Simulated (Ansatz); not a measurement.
**singlet CH3Cl2Si+: levels of theory compared**

We compute a comparison of 6 runs (HF/STO-3G, B3LYP/6-31G*, r2SCAN0/6-31G*, revPBE/6-31G*, RPA@PBE0/6-31G*, MP2/6-31G*) of singlet CH3Cl2Si+. 

The calculation is run with Ansatz 0.2.0.

58 further runs of the same task are left out: 2 that didn't finish, 56 set aside as unsound or not needed. Runs told in other sessions of the task aren't counted.

## 1. The molecule

CH3Cl2Si+ has 7 atoms, charge +1, and is taken as a singlet. As SMILES of the parent species, `[CH2][SiH](Cl)Cl`. The shape is that of a PBE0-D4/def2-TZVP optimisation. This is one conformer, not always the lowest. That shape belongs to the parent species and isn't relaxed for this state.

Bond lengths: C1–Si2 1.823 Å, Si2–Cl3 2.049 Å, Si2–Cl4 2.049 Å, C1–H5 1.085 Å, C1–H6 1.085 Å, Si2–H7 1.475 Å. Angles: C1–Si2–Cl3 110.0°, C1–Si2–Cl4 110.0°, Cl3–Si2–Cl4 107.9°, C1–Si2–H7 112.5°, Cl3–Si2–H7 108.1°, Cl4–Si2–H7 108.2°, Si2–C1–H5 122.1°, Si2–C1–H6 122.1°, H5–C1–H6 115.8°.

## 2. A single-point energy at HF/STO-3G (run 1)

File in.yaml:

```yaml
crystal:
  periodic: [false, false, false]
  atoms:
    - {symbol: C, position_ang: [-0.692700, 0.892600, 0.197500]}
    - {symbol: Si, position_ang: [0.466300, -0.499500, -0.003900]}
    - {symbol: Cl, position_ang: [1.593800, -0.235400, -1.694300]}
    - {symbol: Cl, position_ang: [-0.574000, -2.252500, -0.209200]}
    - {symbol: H, position_ang: [-1.447700, 1.127200, -0.545500]}
    - {symbol: H, position_ang: [-0.668800, 1.540600, 1.067500]}
    - {symbol: H, position_ang: [1.384500, -0.641000, 1.142000]}
basis:
  gaussian: {orbitals: STO-3G}
total_charge: 1
magnetization: {spin_polarized: false}
hamiltonian: {xc: hf}
accuracy: high
output: {orbitals: {seedname: orbitals}}
```

Started as:

```bash
$ ansatz run in.yaml --threads 1 --pin off --max-ram 3480MiB --events-out events.jsonl --progress --plain --runs-dir runs
```

Log:

```text
Warning: RAYON_NUM_THREADS=1 ignored (pool sized by the plan → 1); use --threads N
Functional definition: HF
  name "HF"
  exchange = exact_x
  correlation = 0
692 factors; integrals over basis functions are off by at most 1.9e-8 eV
mean field evaluation 1: about -33565.6472 eV, gradient 2.9e1 eV
mean field evaluation 2: about -33565.6956 eV, gradient 2.8e1 eV
mean field evaluation 4: about -33569.8722 eV, gradient 1.7e0 eV
mean field evaluation 8: about -33569.8957 eV, gradient 3.0e-2 eV
mean field -33569.89573534 eV, -1233.6709137811 hartree, gradient 6.9e-8 eV, S^2 0.000000; 0 other end points of the search recorded, 0 dependent functions left out
reference -33569.89573534 eV, -1233.6709137811 hartree; 28, 28 occupied and 7, 7 virtual orbitals, 692 factors
Total energy: -33569.89573534 eV, -1233.6709137811 hartree
```

Wall time 0.34 s (1 thread of Arm Neoverse V2, shared host).

## 3. The energy at B3LYP/6-31G(d) (spherical functions) (run 2)

File input.yaml:

```yaml
crystal:
  periodic: [false, false, false]
  atoms:
    - {symbol: C, position_ang: [-0.692700, 0.892600, 0.197500]}
    - {symbol: Si, position_ang: [0.466300, -0.499500, -0.003900]}
    - {symbol: Cl, position_ang: [1.593800, -0.235400, -1.694300]}
    - {symbol: Cl, position_ang: [-0.574000, -2.252500, -0.209200]}
    - {symbol: H, position_ang: [-1.447700, 1.127200, -0.545500]}
    - {symbol: H, position_ang: [-0.668800, 1.540600, 1.067500]}
    - {symbol: H, position_ang: [1.384500, -0.641000, 1.142000]}
basis:
  gaussian:
    orbitals: 6-31G_st_-spherical.json
total_charge: 1
hamiltonian:
  xc: {name: B3LYP}
accuracy: high
output:
  orbitals: {seedname: orbitals}
```

The basis set 6-31G* is read from a file made from the Basis Set Exchange's data (not shown).

Started as:

```bash
$ ansatz run input.yaml --threads 1 --pin off --max-ram 3480MiB --events-out events.jsonl --progress --plain --runs-dir runs
```

Log:

```text
Warning: RAYON_NUM_THREADS=1 ignored (pool sized by the plan → 1); use --threads N
Functional definition: B3LYP
  name "B3LYP"
  parameter a0 = 0.2
  parameter ax = 0.72
  parameter ac = 0.81
  exchange = (1 - a0 - ax)*slater_x + ax*b88_x + a0*exact_x
  correlation = (1 - ac)*vwn_rpa_c + ac*lyp_c
1598 factors; integrals over basis functions are off by at most 3.7e-9 eV
mean field evaluation 1: about -33997.4267 eV, gradient 2.8e1 eV
mean field evaluation 2: about -33995.5852 eV, gradient 3.5e1 eV
mean field evaluation 4: about -33999.7475 eV, gradient 6.2e-1 eV
mean field evaluation 8: about -33999.9000 eV, gradient 1.9e-1 eV
mean field evaluation 16: about -33999.9001 eV, gradient 1.8e-4 eV
mean field -33999.90014829 eV, -1249.4732844894 hartree, gradient 7.2e-8 eV, S^2 0.000000; 0 other end points of the search recorded, 0 dependent functions left out
reference -33999.90018659 eV, -1249.4732858973 hartree; 28, 28 occupied and 46, 46 virtual orbitals, 1598 factors
Total energy: -33999.90018659 eV, -1249.4732858973 hartree
```

Run time: 7.5 s. Hardware: 1 thread of Arm Neoverse V2, shared host; peak memory 0.24 GiB.

Run 3 isn't shown in full; the table further down has it.

## 4. A single-point energy at revPBE/6-31G(d) (spherical functions) (run 4)

File molecule.yaml:

```yaml
crystal:
  periodic: [false, false, false]
  atoms:
    - {symbol: C, position_ang: [-0.692700, 0.892600, 0.197500]}
    - {symbol: Si, position_ang: [0.466300, -0.499500, -0.003900]}
    - {symbol: Cl, position_ang: [1.593800, -0.235400, -1.694300]}
    - {symbol: Cl, position_ang: [-0.574000, -2.252500, -0.209200]}
    - {symbol: H, position_ang: [-1.447700, 1.127200, -0.545500]}
    - {symbol: H, position_ang: [-0.668800, 1.540600, 1.067500]}
    - {symbol: H, position_ang: [1.384500, -0.641000, 1.142000]}
basis:
  gaussian: {orbitals: 6-31G_st_-spherical.json}
total_charge: 1
hamiltonian: {xc: {name: revPBE}}
accuracy: high
output: {orbitals: {seedname: orbitals}}
```

The basis set 6-31G* is read from a file made from the Basis Set Exchange's data (not shown).

Started as:

```bash
$ ansatz run molecule.yaml --threads 1 --pin off --max-ram 3480MiB --events-out events.jsonl --progress --plain --runs-dir runs
```

Log:

```text
Warning: RAYON_NUM_THREADS=1 ignored (pool sized by the plan → 1); use --threads N
Functional definition: revPBE
  name "revPBE"
  parameter kappa = 1.245
  parameter beta = 0.06672455060314922
  exchange = pbe_x(kappa = kappa, mu = beta*pi^2/3)
  correlation = pbe_c(beta = beta)
1598 factors; integrals over basis functions are off by at most 3.7e-9 eV
mean field evaluation 1: about -33989.2638 eV, gradient 3.2e1 eV
mean field evaluation 2: about -33989.2547 eV, gradient 3.2e1 eV
mean field evaluation 4: about -33992.0819 eV, gradient 5.2e0 eV
mean field evaluation 8: about -33992.1728 eV, gradient 3.2e-1 eV
mean field evaluation 16: about -33992.1732 eV, gradient 2.0e-5 eV
mean field evaluation 32: about -33987.4512 eV, gradient 1.5e1 eV
mean field -33992.17320639 eV, -1249.1893246121 hartree, gradient 2.4e-8 eV, S^2 0.000000; 3 other end points of the search recorded, 0 dependent functions left out
reference -33992.17321019 eV, -1249.1893247519 hartree; 28, 28 occupied and 46, 46 virtual orbitals, 1598 factors
Total energy: -33992.17321019 eV, -1249.1893247519 hartree
```

Wall time 6.6 s (1 thread of Arm Neoverse V2, shared host); peak memory 0.19 GiB.

Run 5 isn't shown in full; the table further down has it.

## 5. The energy at MP2/6-31G(d) (spherical functions) (run 6)

File job.yaml:

```yaml
basis:
  gaussian:
    orbitals: 6-31G_st_-spherical.json
crystal:
  periodic: [false, false, false]
  atoms:
    - {symbol: C, position_ang: [-0.692700, 0.892600, 0.197500]}
    - {symbol: Si, position_ang: [0.466300, -0.499500, -0.003900]}
    - {symbol: Cl, position_ang: [1.593800, -0.235400, -1.694300]}
    - {symbol: Cl, position_ang: [-0.574000, -2.252500, -0.209200]}
    - {symbol: H, position_ang: [-1.447700, 1.127200, -0.545500]}
    - {symbol: H, position_ang: [-0.668800, 1.540600, 1.067500]}
    - {symbol: H, position_ang: [1.384500, -0.641000, 1.142000]}
total_charge: 1
correlation:
  method: mp2
  frozen_orbitals: {C: 1, Cl: 5, H: 0, Si: 5}
accuracy: high
```

The basis set 6-31G* is read from a file made from the Basis Set Exchange's data (not shown).

Started as:

```bash
$ ansatz run job.yaml --threads 1 --pin off --max-ram 3480MiB --events-out events.jsonl --progress --plain --runs-dir runs
```

Log:

```text
Warning: RAYON_NUM_THREADS=1 ignored (pool sized by the plan → 1); use --threads N
[... 4 set-up lines as earlier in the session ...]
1598 factors; integrals over basis functions are off by at most 3.7e-9 eV
mean field evaluation 1: about -33935.8414 eV, gradient 2.5e1 eV
mean field evaluation 2: about -33935.9336 eV, gradient 2.5e1 eV
mean field evaluation 4: about -33938.2069 eV, gradient 2.4e0 eV
mean field evaluation 8: about -33938.2422 eV, gradient 1.9e-1 eV
mean field evaluation 16: about -33938.2426 eV, gradient 1.3e-8 eV
mean field -33938.24262722 eV, -1247.2074123833 hartree, gradient 1.3e-8 eV, S^2 0.000000; 0 other end points of the search recorded, 0 dependent functions left out
16 core orbitals not correlated: weight in the atoms' cores, before any rotation towards them, 1.000 or more for the frozen orbitals, at most 0.000 for the correlated occupied ones
reference -33938.24262722 eV, -1247.2074123833 hartree; 12, 12 occupied and 46, 46 virtual orbitals, 1598 factors
second order -11.50174256 eV of doubles, -0.00000000 eV of singles
Total energy: -33949.74436978 eV, -1247.6300936261 hartree
```

It took 2.4 s on 1 thread of Arm Neoverse V2, shared host; peak memory 0.19 GiB.

## 6. All runs side by side

| run | level | frozen core orbitals | energy (Eh) | HOMO energy (eV) | LUMO energy (eV) | HOMO–LUMO gap (eV) | wall time |
| --- | --- | --- | --- | --- | --- | --- | --- |
| 1 | HF/STO-3G | – | -1233.670914 | -16.00 | -6.46 | 9.54 | 0.34 s |
| 2 | B3LYP/6-31G* (spherical functions) | – | -1249.473286 | -14.24 | -12.02 | 2.22 | 7.5 s |
| 3 | r2SCAN0/6-31G* (spherical functions) | – | -1249.296803 | -14.70 | -11.91 | 2.79 | 14 s |
| 4 | revPBE/6-31G* (spherical functions) | – | -1249.189325 | -13.21 | -12.46 | 0.75 | 6.6 s |
| 5 | RPA@PBE0/6-31G* (spherical functions) | 16 | -1247.852109 | – | – | – | 11 s |
| 6 | MP2/6-31G* (spherical functions) | 16 | -1247.630094 | – | – | – | 2.4 s |

## 7. Summary of results

| quantity | value |
| --- | --- |
| run 6: total energy | -1247.63009 Eh |
| run 6: correlation energy (16 core orbitals frozen) | -422.7 mEh |

**Reading.** Over runs 1, 2, 3, 4 the HOMO–LUMO gap runs from 0.75 eV (revPBE/6-31G*) to 9.54 eV (HF/STO-3G). The two ends differ in method and basis. Totals of different functionals can't be ranked against each other. In run 1 the basis is minimal, so the values are rough. All runs together took 42 s, the longest 14 s.
